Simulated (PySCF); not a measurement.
# Solver options tried on AuF3 (triplet)

Do solver options change the result for AuF3 (triplet), or only the number of cycles?

Program: PySCF 2.14.0. Level of theory: each script names its method and basis. These are calculated values, not measurements.

3 further runs of the same task are left out: 2 for a known fault of the program, 1 that didn't finish.

## 1. Where the work starts

AuF3 (triplet): 4 atoms, charge 0, spin multiplicity 3.

Bond lengths: Au1–F2 2.019 Å, Au1–F3 1.930 Å, Au1–F4 1.930 Å. Angles: F2–Au1–F3 104.0°, F2–Au1–F4 104.0°, F3–Au1–F4 152.0°.

## 2. The run that the others are compared with

Input file input.py:

```python
from pyscf import gto, scf
from pyscf.hessian import thermo

mol = gto.M(
    atom='Au -0.0695 0 0; F 1.949 0.0001 0; F -0.5363 1.8725 0; F -0.5362 -1.8726 0',
    basis='lanl2dz',
    ecp={'Au': 'lanl2dz'},
    charge=0,
    spin=2,
    verbose=3,
)
mf = scf.UHF(mol)
mf.kernel()
hess = mf.Hessian().kernel()
print('wavenumber (cm^-1) =', thermo.harmonic_analysis(mol, hess)['freq_wavenumber'].round(1))
mf.dip_moment()
print('orbital energies (hartree):', [e[max(0, n-3):n+3].round(4) for e, n in zip(mf.mo_energy, mol.nelec)])
```

The run is started by

```console
$ OMP_NUM_THREADS=1 python input.py
```

The log of this run is left out.

Base result: E(SCF) = -432.669783 Eh, ⟨S²⟩ = 2.064, μ = 1.53 D, wavenumbers 93, 113, 140, 490, 514, 610 cm⁻¹.

No search for the lowest state was made; open d or f shells can end in a higher solution. The triplet is typed in the script; nothing here shows that it is the ground state.

## 3. Smearing width 0.005 hartree

Run 1 changes smearing width: none → 0.005 hartree; step after the SCF: frequency → none.

Input file input.py:

```python
from pyscf import gto, scf

mol = gto.M(
    atom='Au -0.0695 0 0; F 1.949 0.0001 0; F -0.5363 1.8725 0; F -0.5362 -1.8726 0',
    basis='lanl2dz',
    ecp={'Au': 'lanl2dz'},
    charge=0,
    spin=2,
    verbose=3,
)
mf = scf.UHF(mol)
mf = scf.addons.smearing_(mf, sigma=0.005, method='fermi')
mf.kernel()
mf.dip_moment()
print('orbital energies (hartree):', [e[max(0, n-3):n+3].round(4) for e, n in zip(mf.mo_energy, mol.nelec)])
```

The run is started by

```console
$ OMP_NUM_THREADS=1 python input.py
```

## 4. Point-group symmetry on

Run 2 changes point-group symmetry: off → on.

Edit input.py of step 2 so:

```diff
@@ -9,2 +9,3 @@
     spin=2,
+    symmetry=True,
     verbose=3,
```

## 5. Damping 0.95

Run 3 changes damping: none → 0.95.

Edit input.py of step 2 so:

```diff
@@ -12,2 +12,4 @@
 mf = scf.UHF(mol)
+mf.damp = 0.95
+mf.diis_start_cycle = 8
 mf.kernel()
```

Before running it: what results should come out? Wanted: for each run, E(SCF); from base; SCF dipole; after the SCF.

**Answer**, as computed:

```
                         run  E(SCF) (hartree)  from base (eV)  SCF dipole (D)          after the SCF
                        base       -432.669783               0            1.53  highest mode 610 cm⁻¹
smearing width 0.005 hartree       -432.686795  not comparable            2.20                    n/a
     point-group symmetry on       -432.669783          0.0000            1.53  highest mode 610 cm⁻¹
  damping 0.95 (poor choice)       -432.692681  not comparable            1.16                    n/a
```

What this shows: No change of the SCF energy comes from point-group symmetry on. Rows marked «poor choice» come from settings spoiled on purpose.
